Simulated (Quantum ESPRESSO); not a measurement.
## MgTi: equation of state with PBE

The system is MgTi.

```
Ti Mg
1.0
     2.89434    0.00000    0.00000
    -1.44717    2.50657    0.00000
     0.00000    0.00000    5.25892
Ti Mg
1 1
Direct
  0.66667 0.33333 0.50000
  0.00000 0.00000 0.00000
```

The cell comes from a database or a generator and needn't be the stable form of this composition.

```
Program             : Quantum ESPRESSO 7.5
Task                : equation of state
Functional          : PBE
Potentials or basis : SSSP 1.3 efficiency PBE
Cutoff              : 748 eV
Density cutoff      : 5987 eV
k mesh              : 11 × 11 × 5
Occupations         : fermi-dirac, width 0.05 eV
Spin                : no spin polarisation
```

- Equilibrium volume: 19.18 Å³/atom
- Bulk modulus at fixed shape and positions: 68 GPa
- Pressure derivative of the bulk modulus: 3.8

Energy against volume, from the lowest point:
| volume (Å³/atom) | energy (meV/atom) |
| --- | --- |
| 17.932 | 18.85 |
| 18.313 | 8.71 |
| 18.695 | 2.55 |
| 19.076 | 0.00 |
| 19.458 | 0.74 |
| 19.839 | 4.46 |
| 20.221 | 10.91 |

All runs of the series together: 2 min on 1 thread of Arm Neoverse V2, with other jobs on the host.

Caveat: the cell was scaled at fixed shape and fractional positions, which overstates the stiffness of a crystal with free parameters, most of all of layers and chains.
